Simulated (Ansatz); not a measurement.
RbMgNbO3:

```
Nb Rb Mg O
1.0
     4.10760   -3.22119    0.00000
     4.10760    3.22119    0.00000
    -1.57858    0.00000    4.97594
Nb Rb Mg O
1 1 1 3
Direct
  0.09262 0.09262 0.90485
  0.49549 0.49549 0.49993
  0.83013 0.83013 0.16692
  0.43897 0.93773 0.06027
  0.93773 0.43897 0.06027
  0.93840 0.93840 0.55777
```

The cell comes from a database or a generator and needn't be the stable form of this composition.

- Program: Ansatz 0.2.0
- Task: single point
- Functional: PBE
- Potentials or basis: Ansatz PAW
- Cutoff: 420 eV (not typed: the program's choice for these potentials)
- k mesh: 6 × 6 × 6
- Occupations: fermi-dirac, width 0.05 eV
- Spin: no spin polarisation

On this cell: pressure -0.7 GPa; largest force 0.624 eV/Å; band gap on the k mesh 1.91 eV, indirect (least direct gap 1.95 eV).

The same run follows on a disturbed copy (atoms moved at random, drawn with an rms of 0.05 Å):

```xyz
6
Lattice="4.1076 -3.2212 0.0000 4.1076 3.2212 0.0000 -1.5786 0.0000 4.9759" Properties=species:S:1:pos:R:3 pbc="T T T"
Nb   -0.6785    0.0121    4.5336
Rb    3.2872    0.0076    2.4963
Mg    6.5677   -0.0205    0.7649
O     5.5064    1.6073    0.3488
O     5.5801   -1.6375    0.3072
O     6.8178   -0.0059    2.8133
```

Question: What changes?

Answer: The energy moves by +8.4 meV/atom; pressure -0.1 GPa; largest force 1.268 eV/Å; band gap on the k mesh 2.01 eV, indirect (least direct gap 2.02 eV).

Forces in eV/Å, atoms in the order of the input:
```
Nb  -0.054 -1.135 -0.563
Rb   0.035  0.005 -0.053
Mg  -0.253  0.339  0.799
O   -0.029  0.371 -0.270
O    0.099  0.381  0.118
O    0.201  0.040 -0.032
```

Stress tensor (GPa, compression positive):
```
 1.84  0.80 -1.54
 0.80 -0.50  0.84
-1.54  0.84 -1.58
```

A k mesh can miss the band edges.
